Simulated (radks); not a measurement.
# Bi⁻ inside a hard spherical wall

What does compression do to the levels of Bi⁻? A hard sphere of shrinking radius stands in for pressure; the configuration is held at [Hg] 6p4.

The numbers are computed with radks (a radial shooting solver on a logarithmic mesh, Libxc functionals) version 1 (scalar-relativistic Kohn-Sham, PBE, spin-polarised, spherical densities, point nucleus; open shells are filled with parallel spins first), except any that are marked as measured or tabulated.

**1. What is computed**

| Property | Result |
| --- | --- |
| element | bismuth (Z = 83) |
| charge | -1 |
| electrons | 84 |
| configuration | [Hg] 6p4 |

The outer shells:

Bi⁻
```
[Hg] core
6p [↑↓][↑ ][↑ ]
```

**2. Wall at 12 bohr**

The run's settings:

```text
Z 83
configuration [Hg] 6p4 7s0 5f0 6d0
relativity scalar-relativistic
functional pbe,pbe
spin polarised
nucleus point
wall 12 bohr
c 137.035999084
```

Launch:

```
> python run_ks.py task.json out
```

All runs below come from this command, one after another.

**3. Wall at 10 bohr**

Input: that of step 2 with these lines changed.

```diff
@@ -6,3 +6,3 @@
 nucleus point
-wall 12 bohr
+wall 10 bohr
 c 137.035999084
```

**4. Wall at 4 bohr**

Input: that of step 3 with these lines changed.

```diff
@@ -6,3 +6,3 @@
 nucleus point
-wall 10 bohr
+wall 4 bohr
 c 137.035999084
```

**5. Wall at 3.5 bohr**

Input: that of step 4 with these lines changed.

```diff
@@ -6,3 +6,3 @@
 nucleus point
-wall 4 bohr
+wall 3.5 bohr
 c 137.035999084
```

**6. Wall at 3 bohr**

Input: that of step 5 with these lines changed.

```diff
@@ -6,3 +6,3 @@
 nucleus point
-wall 3.5 bohr
+wall 3 bohr
 c 137.035999084
```

**7. Wall at 2 bohr**

Input: that of step 6 with these lines changed.

```diff
@@ -6,3 +6,3 @@
 nucleus point
-wall 3 bohr
+wall 2 bohr
 c 137.035999084
```

**8. Wall at 1.5 bohr**

Input: that of step 7 with these lines changed.

```diff
@@ -6,3 +6,3 @@
 nucleus point
-wall 2 bohr
+wall 1.5 bohr
 c 137.035999084
```

Before running it: what results should come out? Wanted: for each run, R; E − E(widest); ε(6p); ε(7s, empty); ε(6d, empty); ε(5f, empty); pressure.

As calculated:

| R (bohr) | E − E(widest) (eV) | ε(6p) (eV) | ε(7s, empty) (eV) | ε(6d, empty) (eV) | ε(5f, empty) (eV) | pressure (GPa) |
| --- | --- | --- | --- | --- | --- | --- |
| 12 | 0.000 | 0.680 | 3.124 | 4.691 | 6.329 | 0.0177 |
| 10 | 0.120 | 0.915 | 3.987 | 5.803 | 8.234 | 0.0938 |
| 4 | 27.404 | 13.092 | 40.683 | 29.842 | 33.252 | 181 |
| 3.5 | 52.409 | 20.408 | 61.345 | 42.003 | 41.602 | 505 |
| 3 | 109.39 | 34.504 | 98.604 | 63.814 | 54.752 | 1650 |
| 2 | 714.99 | 143.92 | 339.67 | 205.42 | 127.42 | 34408 |
| 1.5 | 2482.6 | 381.17 | 791.77 | 472.14 | 256.16 | 263611 |

Eigenvalues are for spin up. At the tightest wall, 1.5 bohr, the energy stands 2482.6 eV above the widest wall (12 bohr) and the pressure, −dE/dV, is 263611 GPa. Of the levels in the table that exist at both ends, 7s (empty) rises most from the widest wall (12 bohr) (788.65 eV). From R = 12 bohr inwards the highest occupied level lies above zero, in an anion first from self-interaction, then from the wall. Shells are not refilled when levels cross, and a hard wall is a model, not a crystal.
